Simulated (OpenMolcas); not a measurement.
**Ag³⁺ among point charges: CASSCF and CASPT2 levels and susceptibility**

Aim: the splitting of the states of Ag³⁺ in the field of 5 point charges, its lowest levels with spin-orbit coupling and its magnetic susceptibility.

Program: OpenMolcas 26.06. Level of theory: state-averaged CASSCF and CASPT2, spin-orbit coupling by RASSI with atomic mean-field integrals. These are calculated values, not measurements, unless marked.

## (1) Starting point

| Property | Result |
| --- | --- |
| Species | Ag³⁺ (silver, Z = 47, 44 electrons) |
| Basis | ANO-RCC-VDZP [6s5p3d1f], 43 functions |
| Scalar Hamiltonian | DKH2, point nucleus |
| Inactive shells | 1s 2s 2p 3s 3p 3d 4s 4p |
| Active space | 8 electrons in 5 orbitals (4d) |
| Some configurations of this space | 4d⁸ |
| Orbitals | optimised for each spin and parity, averaged over all roots |

Outer shells as boxes (Hund's rule):

4d8
```
4d [↑↓][↑↓][↑↓][↑ ][↑ ]
```

The ion sits among 5 point charges of -2 e arranged as a trigonal bipyramid (D3h), 2.09 Å from the ion, with the axial distance 1.965 Å.

Each step is its own input file, run in one work folder so that later steps find the files of earlier ones. Labels, J, g values, rates, χT and fits are worked out afterwards by a script from the matrices that RASSI stores.

## (2) GATEWAY and SEWARD: basis and integrals

The input, a.inp:

```
&GATEWAY
Coord
1

Ag 0.0 0.0 0.0
Basis=ANO-RCC-VDZP
Group=NoSym
NoMove
AngMom=0.0 0.0 0.0
AMFI
XField
5 Angstrom 0
2.090000 0.000000 0.000000 -2.000000
-1.045000 1.809993 0.000000 -2.000000
-1.045000 -1.809993 0.000000 -2.000000
0.000000 0.000000 1.964600 -2.000000
0.000000 0.000000 -1.964600 -2.000000
&SEWARD
```

Run with:

```bash
$ OMP_NUM_THREADS=1 MOLCAS_MEM=1689 MOLCAS_PROJECT=a pymolcas a.inp > a.log
```

## (3) Reference wave functions, triplets, 10 roots

The input, a.inp:

```
&RASSCF
FileOrb=start.orb
Symmetry=1
Spin=3
nActEl=8 0 0
Inactive=18
Ras2=5
CIRoot=10 10 1
SDav=10
CIMx=300
Iter=120 100
PrWF=0.3
OrbListing=Nothing
MaxOrb=0
>>> COPY $Project.JobIph JOB001
```

start.orb holds the contracted functions of the basis, ordered by shell, or the orbitals of the step before.

## (4) CASSCF: singlets, 15 roots

The input, a.inp:

```
&RASSCF
FileOrb=start.orb
Symmetry=1
Spin=1
nActEl=8 0 0
Inactive=18
Ras2=5
CIRoot=15 15 1
SDav=15
CIMx=300
Iter=120 100
PrWF=0.3
OrbListing=Nothing
MaxOrb=0
>>> COPY $Project.JobIph JOB002
```

## (5) RASSI: spin-orbit coupling between the states

The input, a.inp:

```
&RASSI
NrOfJobIphs=2 10 15
1 2 3 4 5 6 7 8 9 10
1 2 3 4 5 6 7 8 9 10 11 12 13 14 15
IphNames
JOB001
JOB002
EJob
SpinOrbit
DIPRint=1.0
SOCoupling=1000.0
Subsets=2
Property=9
'ANGMOM' 1 'ANGMOM' 2 'ANGMOM' 3 'MLTPL  1' 1 'MLTPL  1' 2 'MLTPL  1' 3
'AMFI' 1 'AMFI' 2 'AMFI' 3
SOProperty=3
'ANGMOM' 1 'ANGMOM' 2 'ANGMOM' 3
```

## (6) CASPT2: IPEA 0.25, imaginary shift 0.1 (closed shells correlated: 4s 4p)

The input, a.inp:

```
>>> COPY JOB001 $Project.JobIph
&CASPT2
Multistate=10 1 2 3 4 5 6 7 8 9 10
NoMult
Frozen=14
IPEA=0.25
Imaginary=0.1
MaxIter=60
WThr=0.0 0.3 0.05
PrWF=0.5
NoMix
>>> COPY JOB002 $Project.JobIph
&CASPT2
Multistate=15 1 2 3 4 5 6 7 8 9 10 11 12 13 14 15
NoMult
Frozen=14
IPEA=0.25
Imaginary=0.1
MaxIter=60
WThr=0.0 0.3 0.05
PrWF=0.5
NoMix
```

(Steps that only read results are left out.)

Q: Predict the outcome of this session. Wanted: spin-free ground state; first state of the same spin within the active space; lowest level; next level.

**Answer**, as computed:

```
                                            quantity                                                                        value
                                              method  SS-CASPT2, IPEA 0.25, imaginary shift 0.1 (closed shells correlated: 4s 4p)
                              spin-free ground state                                               3E, 2-fold in its orbital part
first state of the same spin within the active space                                                              3E at 1480 cm⁻¹
                                        lowest level                                                                    1-fold A2
                                          next level                                                                     0.2 cm⁻¹
                                         χT at 300 K                                                               2.96 cm³ K/mol
                           effective moment at 300 K                                                                      4.87 μB
```

Cost by method:

```
                                              method  time of its own steps  time with the reference
                                           A. CASSCF                  5.5 s                    5.5 s
B. SS-CASPT2, IPEA 0.25, imaginary shift 0.1, +4s 4p                  2.2 s                    7.7 s
```

Times are of one thread on a shared host.

In words: The spin-free ground state (3E) comes to 100 % from free-ion F terms and keeps the highest spin of the shell. χT at 300 K is 2.96, against 1.00 cm³ K/mol for the spin alone, so orbital moment adds to it. CASPT2 does not keep the components of a term degenerate, and the means are used. The field of point charges can differ much from that of real complexes. This is an electrostatic model: the charges have no orbitals.
